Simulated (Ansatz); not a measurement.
**C10H16N2: geometry optimisation**

The task is to find a stationary geometry of C10H16N2, and look at its orbitals and charge.

Computed with Ansatz 0.2.0, Gaussian basis. Level: RKS PBE0-D4/def2-TZVP.

Levels to be run: relaxation at PBE0-D4/def2-TZVP; a single point in def2-TZVPP for the fields.

## Step 1: Where the work starts

SMILES `CN(C)c1ccc(N(C)C)cc1`, 28 atoms, charge 0, spin multiplicity 1.

Atoms are counted from 1 here; the program's logs count them from 0.

Bond lengths: C1–N2 1.444 Å, C1–H13 1.091 Å, C1–H14 1.098 Å, C1–H15 1.088 Å, N2–C3 1.444 Å, N2–C4 1.392 Å, C3–H16 1.088 Å, C3–H17 1.091 Å, C3–H18 1.099 Å, C4–C5 1.397 Å, C4–C12 1.397 Å, C5–C6 1.380 Å, C5–H19 1.078 Å, C6–C7 1.397 Å, C6–H20 1.078 Å, C7–N8 1.393 Å, C7–C11 1.397 Å, N8–C9 1.445 Å and more. Angles: N2–C1–H13 110.0°, N2–C1–H14 112.8°, N2–C1–H15 109.2°, H13–C1–H14 108.6°, H13–C1–H15 107.6°, H14–C1–H15 108.4°, C1–N2–C3 115.9°, C1–N2–C4 118.0°, C3–N2–C4 118.2°, N2–C3–H16 109.2°, N2–C3–H17 109.9°, N2–C3–H18 112.9°, H16–C3–H17 107.6°, H16–C3–H18 108.4°, H17–C3–H18 108.7°, N2–C4–C5 121.8°, N2–C4–C12 122.0°, C5–C4–C12 116.2° and more.

The start is a GFN2-xTB geometry.

## Step 2: Optimising with PBE0-D4/def2-TZVP

Contents of in.yaml:

```yaml
crystal:
  periodic: [false, false, false]
  atoms:
    - {symbol: C, position_ang: [-3.347010, -1.434530, -0.811630]}
    - {symbol: N, position_ang: [-2.111660, -1.857850, -0.194540]}
    - {symbol: C, position_ang: [-1.786320, -3.257970, -0.329350]}
    - {symbol: C, position_ang: [-1.064090, -0.942810, -0.132400]}
    - {symbol: C, position_ang: [-1.277450, 0.430310, -0.277290]}
    - {symbol: C, position_ang: [-0.251520, 1.344990, -0.151700]}
    - {symbol: C, position_ang: [1.061360, 0.950120, 0.117210]}
    - {symbol: N, position_ang: [2.102760, 1.873380, 0.184450]}
    - {symbol: C, position_ang: [1.764390, 3.254190, 0.443980]}
    - {symbol: C, position_ang: [3.370570, 1.432100, 0.715640]}
    - {symbol: C, position_ang: [1.275050, -0.422640, 0.258940]}
    - {symbol: C, position_ang: [0.248910, -1.338100, 0.132730]}
    - {symbol: H, position_ang: [-3.804590, -0.638160, -0.223140]}
    - {symbol: H, position_ang: [-3.206890, -1.075050, -1.839710]}
    - {symbol: H, position_ang: [-4.042760, -2.270850, -0.831590]}
    - {symbol: H, position_ang: [-2.707400, -3.835750, -0.379280]}
    - {symbol: H, position_ang: [-1.231170, -3.596430, 0.546460]}
    - {symbol: H, position_ang: [-1.191680, -3.473610, -1.227650]}
    - {symbol: H, position_ang: [-2.262420, 0.814130, -0.487950]}
    - {symbol: H, position_ang: [-0.497050, 2.387140, -0.276230]}
    - {symbol: H, position_ang: [2.679430, 3.836000, 0.534780]}
    - {symbol: H, position_ang: [1.178940, 3.381110, 1.364350]}
    - {symbol: H, position_ang: [1.194530, 3.663430, -0.390860]}
    - {symbol: H, position_ang: [3.772930, 0.630490, 0.095660]}
    - {symbol: H, position_ang: [4.077190, 2.259720, 0.683800]}
    - {symbol: H, position_ang: [3.300120, 1.074730, 1.752480]}
    - {symbol: H, position_ang: [2.259350, -0.807740, 0.470500]}
    - {symbol: H, position_ang: [0.496500, -2.380330, 0.252340]}
basis:
  gaussian: {orbitals: def2-TZVP}
hamiltonian: {xc: pbe0, dispersion: d4}
relax: {f_tol: 0.005, max_steps: 150}
```

The run is started by

```bash
$ ansatz run in.yaml --threads 4 --pin off --events-out ev --progress --plain --max-ram 46080MiB --backend cuda --devices 0, --max-vram 37GiB
```

The runs that follow: A single point for the fields.

Q: Predict the results of all the runs planned. Wanted: point group; shift from the start; total energy; dispersion term; dipole moment; HOMO, LUMO.

As calculated:

```
                  quantity           value
               point group             C2h
                     steps              10
shift from the start (rms)         0.058 Å
              total energy  -13599.7120 eV
           dispersion term        -700 meV
             dipole moment          0.00 D
                HOMO, LUMO  -4.74, 0.15 eV
```

**Reading.** The relaxed geometry lies 0.06 Å (rms) from the start; the bond that changed most is N8–C9, from 1.445 to 1.438 Å. No vibrations were run, so it is not proven to be a minimum. The largest Mulliken charge, -0.31 e, sits on C3. The HOMO lies mostly on N2, N8 about 19 % each; C4, C7 about 10 % each and the LUMO on 4 C atoms about 17 % each.
